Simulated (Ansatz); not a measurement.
# CH3NSTe: the cost of one run

Computed with Ansatz 0.2.0, Gaussian basis. Level: the settings change from run to run.

2 further runs of the same task are left out: 2 for a known fault of the program. Runs told in other sessions of the task aren't counted.

## (1) The geometry

The structure was relaxed beforehand with PBE0-D4 in a triple-zeta def2 set. Te takes a core potential in def2 sets; no spin-orbit term is included.

SMILES `NC(=S)[TeH]`, 7 atoms, charge 0, spin multiplicity 1.

Atoms are counted from 1 here; the program's logs count them from 0.

Bond lengths: N1–C2 1.338 Å, N1–H5 1.008 Å, N1–H6 1.005 Å, C2–S3 1.629 Å, C2–Te4 2.140 Å, Te4–H7 1.649 Å. Angles: C2–N1–H5 118.2°, C2–N1–H6 123.2°, H5–N1–H6 118.7°, N1–C2–S3 124.2°, N1–C2–Te4 112.0°, S3–C2–Te4 123.8°, C2–Te4–H7 91.4°.

## (2) CAM-B3LYP/ANO-RCC-VTZP

Options: charge +1, multiplicity 2, a point charge of -1.00 e beside it.

Contents of in.yaml:

```yaml
crystal:
  periodic: [false, false, false]
  atoms:
    - {symbol: N, position_ang: [-0.562204, 0.830996, 0.689751]}
    - {symbol: C, position_ang: [0.051237, -0.250784, 0.194864]}
    - {symbol: S, position_ang: [0.365241, -1.597744, 1.055049]}
    - {symbol: Te, position_ang: [0.574195, -0.004695, -1.865108]}
    - {symbol: H, position_ang: [-0.849833, 0.814772, 1.655778]}
    - {symbol: H, position_ang: [-0.749945, 1.654509, 0.144438]}
    - {symbol: H, position_ang: [1.232708, -1.515155, -1.920372]}
basis:
  gaussian: {orbitals: ANO-RCC-VTZP, point_charges: [{charge: -1.00, position_ang: [5.943, -0.978, 0.834]}]}
total_charge: 1
magnetization: {spin_polarized: true, initial_magnetization: 1}
hamiltonian: {xc: {name: CAM-B3LYP}}
```

The run is started by

```console
> ansatz run in.yaml --threads 2 --pin off --events-out ev --progress --plain --max-ram 4352MiB
```

What time and memory should one allow on 2 threads of AMD EPYC 9R45, shared host?

About 29 s, with a peak of 1.8 GiB.
